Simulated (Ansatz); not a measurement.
# C2H7ClOSi: the cost of one run

Program: Ansatz 0.2.0. Level of theory: RHF/STO-3G. These are calculated values, not measurements.

### 1 Starting point

Bond lengths: Si1–H2 1.460 Å, Si1–O3 1.680 Å, O3–C4 1.420 Å, C4–H5 1.110 Å, C4–H6 1.110 Å, C4–H7 1.110 Å, Si1–C8 1.869 Å, C8–H9 1.110 Å, C8–H10 1.110 Å, C8–H11 1.110 Å, Si1–Cl12 2.128 Å. Angles (14 of 19 angles, heavy atoms first): O3–Si1–C8 109.5°, O3–Si1–Cl12 109.5°, C8–Si1–Cl12 109.5°, Si1–O3–C4 125.0°, H2–Si1–O3 109.4°, H2–Si1–C8 109.5°, H2–Si1–Cl12 109.5°, O3–C4–H5 109.5°, O3–C4–H6 109.5°, O3–C4–H7 109.5°, Si1–C8–H9 109.5°, Si1–C8–H10 109.5°, Si1–C8–H11 109.5°, H5–C4–H6 109.4°.

Coordinates:

```xyz
12

Si    0.0000    0.0000    0.0000
H     0.0000    0.0000    1.4600
O     1.5842    0.0000   -0.5594
C     2.3503   -1.1632   -0.8360
H     1.7187   -1.9052   -1.3675
H     3.2179   -0.8926   -1.4733
H     2.7141   -1.6023    0.1163
C    -0.8808    1.5259   -0.6227
H    -1.9334    1.2723   -0.8671
H    -0.8624    2.3106    0.1622
H    -0.3704    1.9025   -1.5336
Cl   -1.0032   -1.7381   -0.7093
```

### 2 Relaxing the start

File input.yaml:

```yaml
crystal:
  periodic: [false, false, false]
  atoms:
    - { symbol: Si, position_ang: [0.0, 0.0, 0.0] }
    - { symbol: H, position_ang: [0.0, 0.0, 1.46] }
    - { symbol: O, position_ang: [1.5842, 0.0, -0.5594] }
    - { symbol: C, position_ang: [2.3503, -1.1632, -0.836] }
    - { symbol: H, position_ang: [1.7187, -1.9052, -1.3675] }
    - { symbol: H, position_ang: [3.2179, -0.8926, -1.4733] }
    - { symbol: H, position_ang: [2.7141, -1.6023, 0.1163] }
    - { symbol: C, position_ang: [-0.8808, 1.5259, -0.6227] }
    - { symbol: H, position_ang: [-1.9334, 1.2723, -0.8671] }
    - { symbol: H, position_ang: [-0.8624, 2.3106, 0.1622] }
    - { symbol: H, position_ang: [-0.3704, 1.9025, -1.5336] }
    - { symbol: Cl, position_ang: [-1.0032, -1.7381, -0.7093] }
basis:
  gaussian: { orbitals: STO-3G }
hamiltonian:
  xc: hf
relax:
  f_tol: 0.02
  max_steps: 40
```

Launch:

```bash
ansatz run input.yaml --threads 1 --pin off --max-ram 2048MiB --backend cpu --events-out ev --progress --plain --runs-dir out
```

**Question.** How long does this run take on 1 thread of Arm Neoverse V1, shared host, and how much memory does it need?

About 18 s, with a peak of 0.13 GiB.
